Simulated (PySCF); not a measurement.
# C2H5F3SSi: the cost of one run

Computed with PySCF 2.14.0, with density-fitted response routines of our own, on a single molecule in the gas phase. Atoms count from 0, in the outputs and in this text.

## (1) Starting geometry

12 atoms, charge 0, multiplicity 1; geometry from: GFN2-xTB. The atoms were then displaced at random by about 0.01 Å, so the start is not that level's minimum.

Bonds of the start (Å): C0–C1 1.48, C1–S2 1.83, S2–Si3 2.13, Si3–F4 1.54, Si3–F5 1.60, Si3–F6 1.58, C0–H7 1.11, C0–H8 1.08, C0–H9 1.09, C1–H10 1.08, C1–H11 1.09.

## (2) Relaxing the molecule at PBE0-D3(BJ)/def2-SVP

The job: settings as JSON, then the geometry in Å.

```
{"job": {"xc": "PBE0", "basis": "def2-SVP", "d3": "d3bj", "grid": 1, "shake": 0.01, "kind": "geom"}, "charge": 0, "multiplicity": 1}
C     -1.535340     0.176480    -0.168580
C     -0.818140    -0.856780     0.618260
S      0.512950    -0.138180     1.650640
Si     1.942190     0.462240     0.193220
F      3.345770     0.683910     0.791030
F      1.575710     1.800580    -0.598430
F      2.088290    -0.602950    -0.971190
H     -1.922980     0.981430     0.483070
H     -0.909290     0.672820    -0.892810
H     -2.397560    -0.260200    -0.680660
H     -0.377420    -1.611300    -0.015200
H     -1.464480    -1.336320     1.346330
```

Started as:

```bash
$ OMP_NUM_THREADS=1 python probes_run.py task.json out
```

One launch serves the whole session: the jobs run in the order shown.

**Question.** How long does this first job take on 1 thread of Arm Neoverse V1, shared host, and how much memory does it need?

About 68 s, with a peak of 0.52 GiB.
